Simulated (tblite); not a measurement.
# C9H11B: the cost of one run

Computed with tblite 0.8.0 and PySCF 2.14.0, with density-fitted response routines of our own, on a single molecule in the gas phase. Atoms are numbered from 0 throughout.

## Step 1: Starting geometry

21 atoms, charge 0, multiplicity 1; geometry from: force field or distance geometry start.

Bonds of the start (Å): B0–C1 1.60, C1–C2 1.55, C2–C3 1.52, C3–C4 1.48, C4–C5 1.33, C4–C6 1.48, C6–C7 1.35, C7–C8 1.44, C8–C9 1.20, C6–C1 1.50, B0–H10 1.18, B0–H11 1.19, C1–H12 1.09, C2–H13 1.11, C2–H14 1.11, C3–H15 1.13, C3–H16 1.12, C5–H17 1.09, C5–H18 1.08, C7–H19 1.08, C9–H20 1.06.

## Step 2: Optimising the geometry with GFN2-xTB

Job settings and geometry (Å):

```
{"job": {"kind": "relax", "xc": "GFN2-xTB", "basis": "xTB"}, "charge": 0, "multiplicity": 1}
B     -1.718500     1.876700     0.243400
C     -1.364800     0.506300    -0.494500
C     -1.940800    -0.716900     0.258800
C     -0.829900    -1.306900     1.103600
C      0.426500    -0.722900     0.586000
C      1.612700    -0.978500     1.125500
C      0.117700     0.282200    -0.456600
C      0.949000     0.864800    -1.339100
C      2.342700     0.535400    -1.490200
C      3.502200     0.275900    -1.629400
H     -1.416100     2.057100     1.367800
H     -2.340300     2.707200    -0.331400
H     -1.742300     0.530300    -1.521000
H     -2.833700    -0.460100     0.874400
H     -2.273500    -1.460600    -0.493600
H     -0.964600    -1.015300     2.187500
H     -0.810700    -2.419500     1.031300
H      1.698000    -1.707800     1.928800
H      2.513900    -0.450100     0.850400
H      0.534900     1.566100    -2.048500
H      4.528500     0.053500    -1.753600
```

Started as:

```sh
$ OMP_NUM_THREADS=1 python probes_run.py task.json out
```

One launch serves the whole session: the jobs run in the order shown.

Q: Estimate the wall time and peak memory of this first job on 1 thread of Arm Neoverse N1, shared host.

About 2.1 s, with a peak of 0.18 GiB.
